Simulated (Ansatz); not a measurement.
# C2H6BN, SMILES C=CBN: a comparison of dispersion corrections

Computed with Ansatz 0.2.0, Python API.

`c2h6bn.py`:
```python
"""Size of D3 and D4 in C2H6BN."""

import ansatz as az

c2h6bn = (
    az.Crystal.molecule()
    .atom("C", (1.3352, 0.4766, 0.4146))
    .atom("C", (0.8061, -0.5518, -0.2539))
    .atom("B", (-0.7414, -0.7061, -0.4953))
    .atom("N", (-1.7445, 0.3174, 0.0229))
    .atom("H", (0.718, 1.2671, 0.83))
    .atom("H", (2.4101, 0.5339, 0.5523))
    .atom("H", (1.4634, -1.3186, -0.6513))
    .atom("H", (-1.1351, -1.6436, -1.0962))
    .atom("H", (-1.4866, 1.2452, -0.382))
    .atom("H", (-1.6251, 0.3799, 1.0589))
)

calculation = c2h6bn.calculation().basis(gaussian="def2-SVP")
for name in ["pbe", "r2scan"]:
    for correction in ("d3bj", "d4"):
        rep = calculation.functional(name, dispersion=correction).run(threads=1, backend="cpu").report
        print(f"{name:8s} {correction:5s} total {rep['free_energy_ev']:.5f} eV, of which dispersion {1000 * rep['dispersion']['energy']['ev']:.2f} meV")
```

```console
$ python c2h6bn.py
pbe      d3bj  total -4328.21603 eV, of which dispersion -172.48 meV
pbe      d4    total -4328.19761 eV, of which dispersion -154.05 meV
DeckWarning: the engine holds no damping parameters fitted to this dispersion correction and functional, so the run takes those fitted to r2scan beside the three-body term, which d3bj leaves out (hamiltonian.dispersion, under Limitations)
r2scan   d3bj  total -4331.36843 eV, of which dispersion -47.04 meV
r2scan   d4    total -4331.35947 eV, of which dispersion -38.08 meV
```
(Warnings from the package without file and line.)

The settings weren't tested for convergence. The geometry is a force-field or estimated start, not a minimum of this method, and the basis set is short of its limit. D4 holds the three-body term, and d3bj doesn't. A dispersion term here runs with damping parameters fitted for another variant or functional. Hardware and time: 12 s on 1 thread of Arm Neoverse V1 (shared host), peak memory 0.19 GiB.
